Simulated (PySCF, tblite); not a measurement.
# C3H9AsB2: geometry, infrared bands and NMR shifts

What infrared bands and NMR shifts should C3H9AsB2 (`B[AsH]BC1CC1`) show?

Computed with tblite 0.8.0 and PySCF 2.14.0, with density-fitted response routines of our own, on a single molecule in the gas phase. Atoms are numbered from 0 throughout.

## Step 1: Starting geometry

15 atoms, charge 0, multiplicity 1; geometry from: force field or distance geometry start.

Bonds of the start (Å): B0–As1 2.05, As1–B2 2.03, B2–C3 1.59, C3–C4 1.52, C4–C5 1.52, C5–C3 1.53, B0–H6 1.19, B0–H7 1.18, As1–H8 1.57, B2–H9 1.18, C3–H10 1.12, C4–H11 1.12, C4–H12 1.12, C5–H13 1.11, C5–H14 1.11.

## Step 2: Optimising the geometry with GFN2-xTB

Job settings and geometry (Å):

```
{"job": {"kind": "relax", "xc": "GFN2-xTB", "basis": "xTB"}, "charge": 0, "multiplicity": 1}
B      3.011500     0.354600    -0.286100
As     1.621400    -0.417200    -1.583300
B      0.124700     0.691000    -0.770100
C     -0.650300     0.196300     0.522900
C     -2.162600     0.346400     0.506700
C     -1.545400    -1.025500     0.309100
H      2.948500     1.502400     0.009200
H      4.005100    -0.236000    -0.069700
H      1.346500    -1.630300    -0.617800
H     -0.021900     1.813600    -1.119400
H     -0.179400     0.236200     1.533100
H     -2.602700     0.769300    -0.429100
H     -2.635600     0.496700     1.505200
H     -1.613800    -1.411000    -0.731200
H     -1.650200    -1.678500     1.198800
```

Run with:

```sh
OMP_NUM_THREADS=1 python probes_run.py task.json out
```

One launch serves the whole session: the jobs run in the order shown.

**Question.** This job is followed by: GFN2-xTB harmonic vibrations, gas phase; GIAO PBE0/pcSseg-1 NMR shielding, non-relativistic, gas phase. Predict these results of the whole session: strongest single infrared mode (GFN2-xTB); zero-point energy (GFN2-xTB); 13C shifts against TMS (PBE0/pcSseg-1, means over atoms taken as alike); 1H shifts against TMS (PBE0/pcSseg-1, means over atoms taken as alike); 11B shifts against BF3·OEt2 (PBE0/pcSseg-1); 75As shifts against AsH3 (PBE0/pcSseg-1); surface potential, 1st and 99th percentile.

As calculated:

| quantity | value |
| --- | --- |
| strongest single infrared mode (GFN2-xTB) | 1804 cm⁻¹, 803 km/mol |
| zero-point energy (GFN2-xTB) | 69.5 kcal/mol |
| 13C shifts against TMS (PBE0/pcSseg-1, means over atoms taken as alike) | 17.1, 16.4 ppm |
| 1H shifts against TMS (PBE0/pcSseg-1, means over atoms taken as alike) | 9.18, 9.02, 4.81, 1.36, 1.23, 0.94 ppm |
| 11B shifts against BF3·OEt2 (PBE0/pcSseg-1) | 92.0, 87.0 ppm |
| 75As shifts against AsH3 (PBE0/pcSseg-1) | 568 ppm |
| surface potential, 1st and 99th percentile | -0.36 V and 0.90 V |

Over 167 steps the energy fell by 0.776 eV; of the close pairs, B0–As1 changed most, 2.052 to 1.939 Å. No mode is imaginary among the 39: a minimum at this level. The strongest single mode, at 1804 cm⁻¹, moves mainly H8. GFN2-xTB is a fitted tight-binding method: band positions and strengths are rough. Its intensities can rank the bands wrongly. At PBE0/pcSseg-1: The largest span, 908 ppm, is at As1, where the paramagnetic term is -1461 ppm. At PBE0/pcSseg-1, counted by nearest atom on the grid, the HOMO lies on As1 56 %; B0 12 %, the LUMO on B0 33 %; B2 19 %. Spin-orbit coupling is left out, which matters for shieldings and couplings at and beside the heavy atoms.
